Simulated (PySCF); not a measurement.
# BBrCl2 (bromodichloroborane): levels of theory compared

Wanted: a comparison of 6 runs (HF/STO-3G, HF/def2-SVP, B3LYP/6-31G*, PBE0/def2-SVP, r2SCAN/def2-TZVP) of BBrCl2 (bromodichloroborane). 

The calculation is run with PySCF 2.14.0.

**1. Starting point**

The species is BBrCl2 (4 atoms), meant as a singlet with charge 0. As SMILES, `ClB(Cl)Br`. The coordinates come from a PBE0-D4/def2-TZVP relaxation.

Bond lengths: Cl1–B2 1.735 Å, B2–Cl3 1.735 Å, B2–Br4 1.901 Å. Angles: Cl1–B2–Cl3 120.1°, Cl1–B2–Br4 119.9°, Cl3–B2–Br4 119.9°.

**2. Energy and forces at HF/STO-3G (run 1)**

calc.py reads:

```python
import pyscf.grad
from pyscf import gto, scf

mol = gto.M(
    atom='''
Cl     1.100010     1.258558     2.854998
B      0.070298    -0.071999     0.041763
Cl     0.839605    -3.173228    -0.690884
Br    -1.905033     1.872908    -2.244239
''',
    unit='bohr',
    max_memory=1860,
    spin=0,
    verbose=3,
    basis='sto-3g',
    charge=0,
)

mf = scf.RHF(mol)
mf.conv_tol = 1e-10
mf.kernel()
if not mf.converged:
    mf = mf.newton().run(mf.mo_coeff, mf.mo_occ)

energy = mf.e_tot
print(f'total energy: {energy:.8f} hartree')
grad = mf.Gradients().kernel()
dip = mf.dip_moment()
pop, q = mf.mulliken_pop()
```

Launch:

```console
$ OMP_NUM_THREADS=1 python calc.py
```

Standard output:

```text
converged SCF energy = -3478.31844012845
total energy: -3478.31844013 hartree
--------------- RHF gradients ---------------
         x                y                z
0 Cl    -0.0096884601    -0.0094644174    -0.0243750130
1 B     0.0252752527    -0.0248601483     0.0293083919
2 Cl    -0.0075645098     0.0264201101     0.0043646344
3 Br    -0.0080222828     0.0079044557    -0.0092980134
----------------------------------------------
Dipole moment(X, Y, Z, Debye): -0.38854,  0.38236, -0.44849
 ** Mulliken pop  **
pop of  0 Cl 1s           1.99996
pop of  0 Cl 2s           1.99869
pop of  0 Cl 3s           1.96038
pop of  0 Cl 2px          1.99757
pop of  0 Cl 2py          1.99757
pop of  0 Cl 2pz          1.99192
pop of  0 Cl 3px          1.84494
pop of  0 Cl 3py          1.85704
pop of  0 Cl 3pz          1.52106
pop of  1 B 1s            1.98978
pop of  1 B 2s            0.91665
pop of  1 B 2px           0.49279
pop of  1 B 2py           0.63976
pop of  1 B 2pz           0.62198
pop of  2 Cl 1s           1.99996
pop of  2 Cl 2s           1.99869
pop of  2 Cl 3s           1.96038
pop of  2 Cl 2px          1.99799
pop of  2 Cl 2py          1.99050
pop of  2 Cl 2pz          1.99858
pop of  2 Cl 3px          1.86994
pop of  2 Cl 3py          1.43897
pop of  2 Cl 3pz          1.91418
pop of  3 Br 1s           2.00000
pop of  3 Br 2s           1.99977
pop of  3 Br 3s           1.99951
pop of  3 Br 4s           1.93903
pop of  3 Br 2px          1.99990
pop of  3 Br 2py          1.99992
pop of  3 Br 2pz          1.99990
pop of  3 Br 3px          1.99484
pop of  3 Br 3py          1.99580
pop of  3 Br 3pz          1.99435
pop of  3 Br 4px          1.67841
pop of  3 Br 4py          1.74598
pop of  3 Br 4pz          1.65553
pop of  3 Br 3dxy         1.99947
pop of  3 Br 3dyz         1.99931
pop of  3 Br 3dz^2        1.99984
pop of  3 Br 3dxz         1.99930
pop of  3 Br 3dx2-y2      1.99988
 ** Mulliken atomic charges  **
charge of    0Cl =     -0.16913
charge of    1B =      0.33905
charge of    2Cl =     -0.16918
charge of    3Br =     -0.00074
```

It took 2 s on 1 thread of Intel Xeon at 2.70GHz, shared host; peak memory 0.12 GiB.

**3. Energy and forces at HF/def2-SVP (run 2)**

input.py reads:

```python
# ClB(Cl)Br
import pyscf.grad
from pyscf import gto, scf

mol = gto.Mole()
mol.atom = '''
Cl     1.100010     1.258558     2.854998
B      0.070298    -0.071999     0.041763
Cl     0.839605    -3.173228    -0.690884
Br    -1.905033     1.872908    -2.244239
'''
mol.unit = 'bohr'
mol.spin = 0
mol.verbose = 4
mol.max_memory = 1860
mol.basis = 'def2-svp'
mol.build()

myscf = scf.RHF(mol)
myscf.conv_tol = 1e-10
myscf.kernel()
if not myscf.converged:
    myscf = myscf.newton().run(myscf.mo_coeff, myscf.mo_occ)

etot = myscf.e_tot
print('E(%s) = %.9f' % ('HF', etot))
grad = myscf.Gradients().kernel()
myscf.analyze()
```

Launch:

```console
$ OMP_NUM_THREADS=1 python input.py
```

Standard output:

```text
PySCF version 2.14.0

[INPUT] num. atoms = 4
[INPUT] num. electrons = 74
[INPUT] charge = 0
[INPUT] spin (= nelec alpha-beta = 2S) = 0
[INPUT] symmetry False subgroup None
[INPUT] Mole.unit = bohr
[INPUT] Symbol           X                Y                Z      unit          X                Y                Z       unit  Magmom
[INPUT]  1 Cl     0.582100223784   0.666000212221   1.510799878822 AA    1.100010000000   1.258558000000   2.854998000000 Bohr   0.0
[INPUT]  2 B      0.037200099573  -0.038100230009   0.022100027860 AA    0.070298000000  -0.071999000000   0.041763000000 Bohr   0.0
[INPUT]  3 Cl     0.444299832174  -1.679199942653  -0.365600068189 AA    0.839605000000  -3.173228000000  -0.690884000000 Bohr   0.0
[INPUT]  4 Br    -1.008100049651   0.991100231750  -1.187600134658 AA   -1.905033000000   1.872908000000  -2.244239000000 Bohr   0.0

nuclear repulsion = 351.409211339451
number of shells = 34
number of NR pGTOs = 170
number of NR cGTOs = 82
basis = def2-svp
ecp = {}

[... 39 lines left out ...]
converged SCF energy = -3515.59668093473
[... 21 lines left out ...]
MO #2   energy= -104.820584647482  occ= 2
[... 7 lines left out ...]
MO #10  energy= -9.85148473573997  occ= 2
[... 7 lines left out ...]
MO #18  energy= -7.46651362027547  occ= 2
[... 7 lines left out ...]
MO #26  energy= -1.16674428664665  occ= 2
[... 7 lines left out ...]
MO #34  energy= -0.477642781513116 occ= 2
[... 7 lines left out ...]
MO #42  energy= 0.309333347859702  occ= 0
[... 7 lines left out ...]
MO #50  energy= 0.713227236043267  occ= 0
[... 7 lines left out ...]
MO #58  energy= 0.990894228393588  occ= 0
[... 7 lines left out ...]
MO #66  energy= 1.13099296805457   occ= 0
[... 7 lines left out ...]
MO #74  energy= 1.66573988844393   occ= 0
[... 7 lines left out ...]
MO #82  energy= 4.12370141786894   occ= 0
[... 50 lines left out ...]
pop of  2 Cl 3dxz         0.00042
pop of  2 Cl 3dx2-y2      0.00617
pop of  3 Br 1s           2.00000
pop of  3 Br 2s           1.99995
pop of  3 Br 3s           1.99826
pop of  3 Br 4s           1.86206
pop of  3 Br 5s           0.00520
pop of  3 Br 2px          1.99999
pop of  3 Br 2py          1.99999
pop of  3 Br 2pz          1.99999
pop of  3 Br 3px          1.99993
pop of  3 Br 3py          1.99994
pop of  3 Br 3pz          1.99993
pop of  3 Br 4px          1.71303
pop of  3 Br 4py          1.77155
pop of  3 Br 4pz          1.69703
pop of  3 Br 5px          0.00147
pop of  3 Br 5py          0.00224
pop of  3 Br 5pz          0.00234
pop of  3 Br 3dxy         1.99999
pop of  3 Br 3dyz         1.99999
pop of  3 Br 3dz^2        1.99999
pop of  3 Br 3dxz         1.99999
pop of  3 Br 3dx2-y2      1.99999
pop of  3 Br 4dxy         0.00303
pop of  3 Br 4dyz         0.00465
pop of  3 Br 4dz^2        0.00146
pop of  3 Br 4dxz         0.00387
pop of  3 Br 4dx2-y2      0.00141
pop of  3 Br 5dxy         0.00005
pop of  3 Br 5dyz         0.00005
pop of  3 Br 5dz^2        0.00006
pop of  3 Br 5dxz         0.00006
pop of  3 Br 5dx2-y2      0.00003
 ** Mulliken atomic charges  **
charge of    0Cl =     -0.06316
charge of    1B =      0.19393
charge of    2Cl =     -0.06324
charge of    3Br =     -0.06753
Dipole moment(X, Y, Z, Debye):  0.06366, -0.06252,  0.07438
```

Run time: 6.3 s. Hardware: 1 thread of Intel Xeon at 2.70GHz, shared host; peak memory 0.16 GiB.

Runs 3 to 5 aren't shown in full; the table further down has their settings and results.

**4. Energy and gradient at r2SCAN/def2-TZVP (run 6)**

job.py reads:

```python
import pyscf.grad
from pyscf import gto, dft

mol = gto.Mole()
mol.atom = '''
Cl     0.582100     0.666000     1.510800
B      0.037200    -0.038100     0.022100
Cl     0.444300    -1.679200    -0.365600
Br    -1.008100     0.991100    -1.187600
'''
mol.max_memory = 1860
mol.basis = 'def2-tzvp'
mol.verbose = 4
mol.build()

mf = dft.RKS(mol)
mf.xc = 'r2scan'
mf.grids.level = 5
mf.conv_tol = 1e-10
mf.kernel()
if not mf.converged:
    mf = mf.newton().run(mf.mo_coeff, mf.mo_occ)

e_final = mf.e_tot
print('E(%s) = %.9f' % ('R2SCAN', e_final))
grad = mf.Gradients().kernel()
mf.analyze()
```

Launch:

```console
$ OMP_NUM_THREADS=1 python job.py
```

Standard output:

```text
PySCF version 2.14.0

[INPUT] num. atoms = 4
[INPUT] num. electrons = 74
[INPUT] charge = 0
[INPUT] spin (= nelec alpha-beta = 2S) = 0
[INPUT] symmetry False subgroup None
[INPUT] Mole.unit = angstrom
[INPUT] Symbol           X                Y                Z      unit          X                Y                Z       unit  Magmom
[INPUT]  1 Cl     0.582100000000   0.666000000000   1.510800000000 AA    1.100009577109   1.258557598960   2.854998228993 Bohr   0.0
[INPUT]  2 B      0.037200000000  -0.038100000000   0.022100000000 AA    0.070297811834  -0.071998565346   0.041762947353 Bohr   0.0
[INPUT]  3 Cl     0.444300000000  -1.679200000000  -0.365600000000 AA    0.839605317144  -3.173228108370  -0.690883871141 Bohr   0.0
[INPUT]  4 Br    -1.008100000000   0.991100000000  -1.187600000000 AA   -1.905032906174   1.872907562056  -2.244238745533 Bohr   0.0

nuclear repulsion = 351.409229285603
number of shells = 53
number of NR pGTOs = 275
number of NR cGTOs = 153
basis = def2-tzvp
ecp = {}

[... 74 lines left out ...]
Two-electron Coulomb Energy =         1867.933616682928005
[... 15 lines left out ...]
MO #13  energy= -7.12905603222582  occ= 2
[... 13 lines left out ...]
MO #27  energy= -0.811938489309433 occ= 2
[... 13 lines left out ...]
MO #41  energy= 0.0625465751160022 occ= 0
[... 13 lines left out ...]
MO #55  energy= 0.335506686970485  occ= 0
[... 13 lines left out ...]
MO #69  energy= 0.636404426925111  occ= 0
[... 13 lines left out ...]
MO #83  energy= 1.3332686800775    occ= 0
[... 13 lines left out ...]
MO #97  energy= 1.71161615330102   occ= 0
[... 13 lines left out ...]
MO #111 energy= 1.96271485487688   occ= 0
[... 13 lines left out ...]
MO #125 energy= 2.40923210379092   occ= 0
[... 13 lines left out ...]
MO #139 energy= 4.05405548006455   occ= 0
[... 13 lines left out ...]
MO #153 energy= 25.2113646159661   occ= 0
[... 121 lines left out ...]
pop of  3 Br 4pz          1.68001
pop of  3 Br 5px          0.00242
pop of  3 Br 5py          0.00364
pop of  3 Br 5pz          0.00364
pop of  3 Br 6px          0.00024
pop of  3 Br 6py          0.00024
pop of  3 Br 6pz          0.00025
pop of  3 Br 3dxy         1.99987
pop of  3 Br 3dyz         1.99986
pop of  3 Br 3dz^2        1.99987
pop of  3 Br 3dxz         1.99986
pop of  3 Br 3dx2-y2      1.99987
pop of  3 Br 4dxy         0.00258
pop of  3 Br 4dyz         0.00360
pop of  3 Br 4dz^2        0.00158
pop of  3 Br 4dxz         0.00321
pop of  3 Br 4dx2-y2      0.00140
pop of  3 Br 5dxy         0.00022
pop of  3 Br 5dyz         0.00011
pop of  3 Br 5dz^2        0.00047
pop of  3 Br 5dxz         0.00021
pop of  3 Br 5dx2-y2      0.00025
pop of  3 Br 6dxy         0.00003
pop of  3 Br 6dyz         0.00003
pop of  3 Br 6dz^2        0.00003
pop of  3 Br 6dxz         0.00004
pop of  3 Br 6dx2-y2      0.00002
pop of  3 Br 4f-3         0.00017
pop of  3 Br 4f-2         0.00055
pop of  3 Br 4f-1         0.00029
pop of  3 Br 4f+0         0.00020
pop of  3 Br 4f+1         0.00020
pop of  3 Br 4f+2         0.00021
pop of  3 Br 4f+3         0.00012
 ** Mulliken atomic charges  **
charge of    0Cl =     -0.01770
charge of    1B =      0.05740
charge of    2Cl =     -0.01780
charge of    3Br =     -0.02190
Dipole moment(X, Y, Z, Debye):  0.03266, -0.03186,  0.03823
```

Run time: 86 s. Hardware: 1 thread of Intel Xeon at 2.70GHz, shared host; peak memory 1.8 GiB.

**5. All runs side by side**

```csv
run,level,integration grid,Cartesian functions,energy (Eh),dipole moment (D),HOMO energy (eV),LUMO energy (eV),wall time
1,HF/STO-3G,–,no,-3478.318440,0.71,-9.78,4.65,2 s
2,HF/def2-SVP,–,no,-3515.596681,0.12,-11.62,2.20,6.3 s
3,B3LYP/6-31G* (spherical functions),5,no,-3519.225638,0.01,-8.33,-1.92,26 s
4,PBE0/def2-SVP,5,no,-3518.275230,0.08,-8.53,-1.57,23 s
5,B3LYP/6-31G* (Cartesian functions),5,yes,-3519.241143,0.01,-8.33,-1.92,26 s
6,r2SCAN/def2-TZVP,5,no,-3519.468725,0.06,-7.66,-2.47,86 s
```

**6. Outcome**

| quantity | value |
| --- | --- |
| run 6: total energy | -3519.46872 Eh |
| run 6: dipole moment | 0.06 D |
| run 6: HOMO energy | -7.66 eV |
| run 6: LUMO energy | -2.47 eV |
| run 6: HOMO–LUMO gap | 5.19 eV |
| run 6: largest force on an atom | 0.129 eV/Å |

In words: The dipole moment (its size) runs from 0.01 D (B3LYP/6-31G*) to 0.71 D (HF/STO-3G). The two ends differ in method and basis. The HOMO–LUMO gap runs from 5.19 eV (r2SCAN/def2-TZVP) to 14.44 eV (HF/STO-3G). Totals of different functionals can't be ranked against each other. In run 1 the basis is minimal, so the values are rough. All runs together took 2.8 min, the longest 86 s.
